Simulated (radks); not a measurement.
**Fe³⁺ in [Ne] 3p6 3d5 4f2: an all-electron calculation**

Aim: the levels, the sizes of the orbitals and the parts of the energy of the iron ion Fe3+.

The numbers are computed with radks (a radial shooting solver on a logarithmic mesh, Libxc functionals) version 1 (Dirac Kohn-Sham, PBE, spin-unpolarised, spherical densities, point nucleus; open shells fill j = l - 1/2 first), except any that are marked as measured or tabulated.

## 1. What is computed

| Quantity | Value |
| --- | --- |
| element | iron (Z = 26) |
| charge | +3 |
| electrons | 23 |
| configuration | [Ne] 3p6 3d5 4f2 |

## 2. The calculation

Input:

```text
Z 26
configuration [Ne] 3p6 3d5 4f2 3s0 4p0
relativity Dirac
functional pbe,pbe
spin unpolarised
j_filling energy
nucleus point
c 137.035999084
```

**Question.** What will this run give?

**Answer**, as computed:

```
                        quantity                   value
                    total energy     -1260.41400 hartree
exchange-correlation share of it                  4.20 %
                            −T/E                  1.0139
          highest occupied level       4f5/2, -13.396 eV
    most extended occupied level  4f5/2, <r> = 3.71 bohr
 radius at density 0.001 e/bohr³               4.97 bohr
    maxima of the radial density                       4
```

4 principal shells are occupied and 4 maxima appear in the radial density. −T/E is 1.014: with relativity the kinetic term as defined here no longer equals −E. This is not the tabulated ground configuration, so its levels and sizes aren't those of the ground state, and no measured value stands beside it.
